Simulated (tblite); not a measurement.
# H38N4Si38: the cost of one run

Programs: tblite 0.8.0 and PySCF 2.14.0, with routines of our own; each step states its level. All values are computed. Atoms count from 0.

### Step 1. The starting structure

80 atoms, charge 0, multiplicity 1; geometry from: force field, distance geometry or constructed start.

### Step 2. Relaxing the molecule with GFN2-xTB

What the job is given:

```
{"job": {"kind": "relax", "xc": "GFN2-xTB", "basis": "xTB"}, "charge": 0, "multiplicity": 1}
Si    -3.208400     0.810600    -3.103300
Si    -0.628700    -1.915400    -3.240200
Si    -0.640900     0.685300    -5.865100
Si    -0.626600     0.619400     4.555900
Si    -1.932300    -0.648300     3.245800
Si    -3.203300     0.491000     1.790600
Si    -0.639900    -1.951300     1.949700
Si    -3.196600    -1.790500    -0.490000
Si    -0.645600     0.647400    -0.649900
Si    -1.957300    -0.637300    -1.947100
Si    -1.933400    -3.243600     0.645000
Si    -0.628400    -4.564100    -0.615000
Si    -0.686700     3.236300    -3.230600
Si    -1.955300     1.952900    -4.564100
Si    -0.627700     3.238400     1.918200
Si    -3.215200     3.102300    -0.806100
Si    -0.645700     5.868000    -0.686700
Si    -1.958600     4.558000    -1.954500
Si    -1.955100     1.950400     0.639000
Si     1.934100     0.648000    -3.239700
Si     0.623600    -0.611200    -4.560600
Si     1.956600    -1.952000     4.561200
Si     3.216700    -0.807800     3.108300
Si     0.679100    -3.239900     3.234100
Si     0.646600    -0.685000     5.867000
Si     1.948400     0.635600     1.951200
Si     1.955200    -1.946300    -0.637200
Si     3.199400    -0.490900    -1.792000
Si     3.213900    -3.101300     0.810400
Si     0.626600    -3.232900    -1.914600
Si     0.651900    -0.648900     0.648400
Si     1.955600    -4.560100     1.953700
Si     0.645100    -5.866000     0.685700
Si     0.627600     1.916700     3.237000
Si     1.932500     3.244200    -0.650400
Si     3.200500     1.795400     0.488600
Si     0.639200     1.953100    -1.957100
Si     0.626800     4.564600     0.612400
N     -4.049000     1.957400    -1.961400
H     -4.603300     2.572800    -2.568200
N     -4.042900    -0.658600     0.660100
H     -4.580000    -1.272400     1.270500
N      4.047700     0.657300    -0.659900
H      4.588500     1.266300    -1.268600
N      4.046400    -1.959600     1.963700
H      4.596600    -2.567800     2.566000
H     -4.123900     0.035500    -3.870800
H     -1.450500    -2.742800    -4.051900
H     -1.428000    -0.098400    -6.761000
H      0.162800     1.501800    -6.712800
H     -1.450700     1.432300     5.388900
H     -2.747900    -1.466400     4.070900
H     -4.111200     1.263300     2.569500
H     -4.114200    -2.571000    -1.266700
H     -2.753800    -4.072100     1.469200
H     -1.450300    -5.382800    -1.439000
H      0.151500     4.052400    -4.060000
H     -2.776300     2.785100    -5.388400
H     -1.450100     4.053500     2.749400
H     -4.127200     3.872200    -0.036400
H     -1.433400     6.762100     0.100300
H      0.164800     6.714500    -1.503000
H     -2.777300     5.388400    -2.776700
H      2.754300     1.471200    -4.070100
H      1.455500    -1.436300    -5.383800
H      2.774100    -2.775700     5.389000
H      4.128700    -0.032300     3.869000
H     -0.142400    -4.059800     4.064000
H     -0.164900    -1.506400     6.709800
H      1.426900     0.095400     6.767100
H      4.109800    -1.267700    -2.566100
H      4.124500    -3.873900     0.038000
H      1.452100    -4.055500    -2.741200
H      2.779400    -5.382800     2.779000
H     -0.156200    -6.714500     1.497400
H      1.436900    -6.762800    -0.099400
H      1.448100     2.744800     4.054900
H      2.755100     4.073200    -1.462300
H      4.110400     2.565700     1.260200
H      1.447800     5.380800     1.442100
```

Run with:

```console
$ OMP_NUM_THREADS=8 python large_run.py task.json out
```

One launch serves the whole session: the jobs run in the order shown.

Q: Estimate the wall time and peak memory of this first job on 8 threads of Intel Xeon Platinum 8375C at 2.90GHz, shared host.

About 3.4 min, with a peak of 0.16 GiB.
